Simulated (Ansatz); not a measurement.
# CH7AlO2Si, SMILES C[SiH](O)[AlH][OH]: a comparison of dispersion corrections

Program: Ansatz 0.2.0, Python API.

Notebook, run cell by cell (the value of a cell's last expression is shown):

In [1]:
```python
import ansatz as az
```

In [2]:
```python
geometry = (
    az.Crystal.molecule()
    .atom("C", (-1.195, 0.6678, 0.8995))
    .atom("Si", (0.4601, 0.8157, 0.1385))
    .atom("O", (1.6044, 0.9221, 1.3744))
    .atom("Al", (0.9348, -1.0912, -1.1772))
    .atom("O", (-0.2443, -1.4955, -2.6018))
    .atom("H", (-1.312, -0.1757, 1.5255))
    .atom("H", (-1.4069, 1.6182, 1.5066))
    .atom("H", (-1.9599, 0.6678, 0.0706))
    .atom("H", (0.5531, 2.0321, -0.6686))
    .atom("H", (1.5197, 0.092, 1.9388))
    .atom("H", (2.0681, -2.0727, -0.8005))
    .atom("H", (-0.9452, -2.0358, -2.1718))
)
```

In [3]:
```python
calc = geometry.calculation().basis(gaussian="def2-SVP")
for name in ["b3lyp", "revpbe"]:
    for correction in ("d3bj", "d4"):
        summary = calc.functional(name, dispersion=correction).run(threads=1).report
        print(f"{name:8s} {correction:5s} total {summary['free_energy_ev']:.5f} eV, of which dispersion {1000 * summary['dispersion']['energy']['ev']:.2f} meV")
```
```text
b3lyp    d3bj  total -19714.30995 eV, of which dispersion -440.00 meV
b3lyp    d4    total -19714.25485 eV, of which dispersion -384.91 meV
revpbe   d3bj  total -19708.42825 eV, of which dispersion -576.64 meV
revpbe   d4    total -19708.51423 eV, of which dispersion -662.61 meV
```

Notes:
- Total energies depend on the basis set; only differences at equal settings carry meaning.
- The geometry is a force-field or estimated start, not a minimum of this method, and the basis set is short of its limit. D4 holds the three-body term, and d3bj doesn't.
- b3lyp holds the VWN-RPA fit, as in Gaussian; the form of ORCA and Turbomole is b3lyp5.
- Hardware and time: 17 s on 1 thread of Arm Neoverse V2, on a shared host, peak memory 0.28 GiB.
